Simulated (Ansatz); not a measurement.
# C₂H₄ClNSi: up Jacob's ladder to CCSD(T)

An exercise on one series of results from a longer session: the logs are not shown, and one member is left open.

Program: Ansatz 0.2.0, Gaussian basis. Level of theory: functionals in def2-TZVPP, the program's frozen cores in correlated methods. These are calculated values, not measurements.

Plan: LDA (SPW92), PBE-D4, revPBE-D4, BLYP-D4, r2SCAN-D4, B97M-V, PBE0-D4, B3LYP-D4, r2SCANh-D4, r2SCAN0-D4, HSE06-D4, BHLYP-D4, CAM-B3LYP-D4, LC-ωPBE, ωB97X-V, ωB97M-V, B2PLYP, PBE-QIDH; CCSD(T)/def2-SVP; CCSD(T)/def2-TZVPP; MP2/def2-QZVPP; extrapolation to the limit; RPA on PBE.

## The geometry

The geometry comes from an earlier relaxation with PBE0-D4 in a triple-zeta def2 set; it is a stationary point, not always the lowest conformer.

SMILES `C=C1N[SiH]1Cl`, 9 atoms, charge 0, spin multiplicity 1.

Atoms are counted from 1 here; the program's logs count them from 0.

Bond lengths: C1–C2 1.325 Å, C1–H6 1.081 Å, C1–H7 1.085 Å, C2–N3 1.408 Å, C2–Si4 1.802 Å, N3–Si4 1.688 Å, N3–H8 1.007 Å, Si4–Cl5 2.036 Å, Si4–H9 1.473 Å. Angles: C2–C1–H6 120.2°, C2–C1–H7 121.8°, H6–C1–H7 118.1°, C1–C2–N3 136.7°, C1–C2–Si4 161.1°, N3–C2–Si4 62.0°, C2–N3–Si4 70.6°, C2–N3–H8 129.4°, Si4–N3–H8 156.8°, C2–Si4–N3 47.4°, C2–Si4–Cl5 122.1°, C2–Si4–H9 127.1°, N3–Si4–Cl5 120.8°, N3–Si4–H9 119.9°, Cl5–Si4–H9 107.5°.

Set-up of the first run:

in.yaml reads:

```yaml
crystal:
  periodic: [false, false, false]
  atoms:
    - {symbol: C, position_ang: [1.494314, 0.025251, -0.901428]}
    - {symbol: C, position_ang: [0.410515, -0.015685, -0.140588]}
    - {symbol: N, position_ang: [-0.518711, -0.991635, 0.266010]}
    - {symbol: Si, position_ang: [-0.986020, 0.514256, 0.868122]}
    - {symbol: Cl, position_ang: [-2.578583, 1.505635, 0.077178]}
    - {symbol: H, position_ang: [2.026253, 0.956215, -1.039610]}
    - {symbol: H, position_ang: [1.874524, -0.859220, -1.402591]}
    - {symbol: H, position_ang: [-0.640807, -1.934386, -0.065221]}
    - {symbol: H, position_ang: [-0.993086, 0.753368, 2.321129]}
basis:
  gaussian: {orbitals: def2-TZVPP}
hamiltonian: {xc: lda}
output: {orbitals: {seedname: orbitals}}
```

Among the steps run: LDA; PBE-D4 (GGA); revPBE-D4 (GGA); BLYP-D4 (GGA); r2SCAN-D4 (meta-GGA); B97M-V (meta-GGA); PBE0-D4 (hybrid); B3LYP-D4 (hybrid); r2SCANh-D4 (hybrid); r2SCAN0-D4 (hybrid); HSE06-D4 (hybrid); BHLYP-D4 (hybrid); CAM-B3LYP-D4 (range-separated); LC-ωPBE (range-separated); ωB97X-V (range-separated); ωB97M-V (range-separated); B2PLYP (double hybrid); PBE-QIDH (double hybrid).

One of the session's tables, all rows but one given; the rest of the session is left out.

It belongs to the step «Orbital energies across the functionals». 

| functional | HOMO (eV) | gap (eV) |
| --- | --- | --- |
| LDA (SPW92) | -5.38 | 4.03 |
| PBE-D4 | -5.18 | 4.03 |
| revPBE-D4 | ? | ? |
| BLYP-D4 | -5.00 | 3.97 |
| r2SCAN-D4 | -5.36 | 4.51 |
| B97M-V | -5.36 | 4.42 |
| PBE0-D4 | -6.27 | 5.97 |
| B3LYP-D4 | -6.04 | 5.52 |
| r2SCANh-D4 | -5.77 | 5.22 |
| r2SCAN0-D4 | -6.40 | 6.29 |
| HSE06-D4 | -5.87 | 5.20 |
| BHLYP-D4 | -7.21 | 7.78 |
| CAM-B3LYP-D4 | -7.55 | 8.27 |
| LC-ωPBE | -8.92 | 10.80 |
| ωB97X-V | -8.53 | 10.28 |
| ωB97M-V | -8.44 | 9.89 |

**Question.** Estimate the row for revPBE-D4.

**Answer.** HOMO (eV): -5.11; gap (eV): 4.04. In the column «HOMO (eV)» it lies between PBE-D4 (-5.18) and BLYP-D4 (-5.00).
